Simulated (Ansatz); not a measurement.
# Sb2Au: the cost of one run

Program: Ansatz 0.2.0. Level of theory: DFT LDA, scalar-relativistic. These are calculated values, not measurements.

## (1) The starting structure

The structure is cubic, space group Fm-3m (No. 225). Conventional cell: a = 6.656 Å, b = 6.656 Å, c = 6.656 Å, α = 90.00°, β = 90.00°, γ = 90.00°. Around Sb (site symmetry -43m) lie 4 Au at 2.88 Å. Au (site symmetry m-3m) has 8 Sb at 2.88 Å in its first shell of neighbours.

Structure file:

```cif
data_structure
_symmetry_space_group_name_H-M 'Fm-3m'
_symmetry_Int_Tables_number 225
_cell_length_a 6.6560
_cell_length_b 6.6560
_cell_length_c 6.6560
_cell_angle_alpha 90.000
_cell_angle_beta 90.000
_cell_angle_gamma 90.000
_cell_volume 294.88
loop_
_atom_site_label
_atom_site_type_symbol
_atom_site_symmetry_multiplicity
_atom_site_Wyckoff_symbol
_atom_site_fract_x
_atom_site_fract_y
_atom_site_fract_z
_atom_site_occupancy
Sb1 Sb 8 c 0.25000 0.75000 0.75000 1
Au1 Au 4 a 0.00000 0.00000 0.00000 1
```

The file gives the conventional cell by its symmetry; the runs use the cell typed in the input.

Atoms are numbered in the order of the input: Sb1, Sb2, Au3.

## (2) The deformed structure

Space group Fm-3m before, I4/mmm after.

## (3) Full-potential LAPW

The input, input.yaml:

```yaml
crystal:
  lattice:
    - [0.0, 3.39456, 3.328]
    - [3.39456, 0.0, 3.328]
    - [3.39456, 3.39456, 0.0]
  atoms:
    - { symbol: Sb, position: [0.25, 0.25, 0.25] }
    - { symbol: Sb, position: [0.75, 0.75, 0.75] }
    - { symbol: Au, position: [0.0, 0.0, 0.0] }
kpoints:
  mp_grid: { grid: [9, 9, 9] }
  band_path:
    path:
      - [0.0, 0.0, 0.0]
      - [0.0, 0.5, 0.5]
      - [0.25, 0.75, 0.5]
      - [0.0, 0.5, 0.0]
      - [0.0, 0.0, 0.0]
      - [0.5, 0.5, 0.0]
      - [0.38005, 0.61995, 0.0]
      - [-0.38005, 0.38005, 0.0]
      - [0.0, 0.0, 0.0]
    npoints: 5
scf:
  occupations: { method: fermi_dirac, width: 0.08 }
hamiltonian:
  xc: lda
  pseudopotentials: { kind: all_electron, lapw: { basis_error: 0.001 } }
output:
  forces: true
  stress: true
  eigenvalues: true
```

Run with:

```bash
$ ansatz run input.yaml --threads 1 --pin off --max-ram 4096MiB --backend cpu --events-out ev --progress --plain --runs-dir out
```

Q: Estimate wall time and peak memory on 1 thread of Arm Neoverse V2, shared host.

About 68 s, with a peak of 0.68 GiB.
